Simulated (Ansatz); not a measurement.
# GeC (singlet): inputs that go wrong

3 inputs are run for GeC (singlet) as typed; the log has to tell whether the result can be used and what must change.

Program: Ansatz 0.2.0, Gaussian basis. Level of theory: the settings change from run to run. These are calculated values, not measurements.

11 further runs of the same task are left out: 1 for a mislabelled method, 3 that didn't finish, 7 set aside as unsound or not needed.

### 1 The geometry

The geometry is a PBE0/def2-TZVP stationary point (not a proven minimum). No spin-orbit coupling is included. The filled d shell of Ge may be among the frozen orbitals whatever the setting's name suggests; the logs give the count.

2 atoms, charge 0, spin multiplicity 1.

Atoms are counted from 1 here; the program's logs count them from 0.

Bond lengths: Ge1–C2 1.913 Å.

### 2 Try 1

Input file in.yaml:

```yaml
crystal:
  periodic: [false, false, false]
  atoms:
    - {symbol: Ge, position_ang: [0.000000, 0.000000, 0.000000]}
    - {symbol: C, position_ang: [0.000000, 0.000000, 1.912799]}
basis:
  gaussian: {orbitals: STO-3G, point_charges: [{charge: -1.00, position_ang: [4.763, 0.027, -0.820]}]}
correlation: {method: fic_mrcisd_q, electrons: valence, active_space: {window: {electrons: 2, orbitals: 2}, states: [{multiplicity: 1, weights: [0]}]}}
accuracy: high
```

Run with:

```
ansatz run in.yaml --threads 1 --pin off --events-out ev --progress --plain --max-ram 2176MiB
```

The program printed:

```text
Error: set 0 asks for 1 states and needs as many positive weights; it has [0.0]
```

It took 0.03 s on 1 thread of Intel Xeon Platinum 8488C, shared host.

**Diagnosis.** The run was refused. The list of states asked for (weights, spin or count) can't be met. Cure: mend what the message names.

### 3 Try 2

Input file in.yaml:

```yaml
crystal:
  periodic: [false, false, false]
  atoms:
    - {symbol: Ge, position_ang: [0.000000, 0.000000, 0.000000]}
    - {symbol: C, position_ang: [0.000000, 0.000000, 1.912799]}
basis:
  gaussian: {orbitals: "6-31G*"}
magnetization: {spin_polarized: false}
correlation: {method: ccsd_t, electrons: outside_noble_gas, diis_vectors: 1}
accuracy: high
scf: {max_iter: 3}
```

Same command.

The program printed:

```text
Error: invalid value for `basis.gaussian`: such a run doesn't read scf.max_iter; remove what it names
```

Run time: 0.03 s. Hardware: 1 thread of Intel Xeon Platinum 8488C, shared host.

What is wrong: The run was refused. The input holds a key that the program doesn't read here. Fix: remove it or spell it as the reference does.

### 4 Try 3

Input file in.yaml:

```yaml
crystal:
  periodic: [false, false, false]
  atoms:
    - {symbol: Ge, position_ang: [0.000000, 0.000000, 0.000000]}
    - {symbol: C, position_ang: [0.000000, 0.000000, 1.912799]}
basis:
  gaussian: {orbitals: def2-mTZVP}
magnetization: {spin_polarized: false}
correlation: {method: dmrg, electrons: outside_noble_gas}
output: {forces: true}
```

Same command.

The program printed:

```text
Error: YAML parse error: error: line 9 column 23: unknown variant `dmrg`, expected one of mp2, rpa, ccsd, ccsd_t, bccd, bccd_t, ccsdt, ccsdt_q, ccsdt_q_b, ccsdtq, fci, sc_nevpt2, fic_nevpt4_sd, fic_mrcisd_q, fic_mrcisd_q_relaxed
  --> <input>:9:23
   |
 7 |   gaussian: {orbitals: def2-mTZVP}
 8 | magnetization: {spin_polarized: false}
 9 | correlation: {method: dmrg, electrons: outside_noble_gas}
   |                       ^ unknown variant `dmrg`, expected one of mp2, rpa, ccsd, ccsd_t, bccd, bccd_t, ccsdt, ccsdt_q, ccsdt_q_b, ccsdtq, fci, sc_nevpt2, fic_nevpt4_sd, fic_mrcisd_q, fic_mrcisd_q_relaxed
10 | output: {forces: true}
   |
```

Wall time 0.03 s (1 thread of Intel Xeon Platinum 8488C, shared host).

**Diagnosis.** The run was refused. The method's name isn't one that the program knows. Fix: name one from the list in the message.

### 5 How the runs ended

| try | level | ended | cause | time |
| --- | --- | --- | --- | --- |
| 1 | MRCISD+Q(2,2)/STO-3G | refused | the list of states asked for (weights, spin or count) can't be met | 0.03 s |
| 2 | CCSD(T) on RHF/6-31G* | refused | the input holds a key that the program doesn't read here | 0.03 s |
| 3 | 'dmrg'/def2-mTZVP | refused | the method's name isn't one that the program knows | 0.03 s |

3 refused.
